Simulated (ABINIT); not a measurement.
TaAs:

```xyz
4
Lattice="-1.7218 1.7218 5.8679 1.7218 -1.7218 5.8679 1.7218 1.7218 -5.8679" Properties=species:S:1:pos:R:3 pbc="T T T"
Ta    0.0000    0.0000    5.8676
Ta    1.7218    0.0000    2.9336
As    0.0000    0.0000    0.9698
As    0.0000    1.7218    3.9037
```

The cell is a database's computed one.

Base run:

```yaml
Program: ABINIT 10.8.3 (patched build)
Functional: PBEsol
Potentials_or_basis: JTH PAW PBE v2.0
Cutoff: 517 eV
k_mesh: 9 × 9 × 9
Occupations: fermi-dirac, width 0.05 eV
Spin: no spin polarisation
```

Its results: band gap on the k mesh none (metal or under the smearing width); pressure -3.7 GPa; largest force 0.020 eV/Å.

**Question.** The run is repeated on the same cell with these changes: k mesh from 9 × 9 × 9 to 4 × 4 × 4. What comes out?

**Answer.** Band gap on the k mesh none (metal or under the smearing width); pressure -3.2 GPa; largest force 0.025 eV/Å.

Caveats: some runs use coarse meshes; the PAW data sets were made with another functional, which shifts forces and pressure a little.
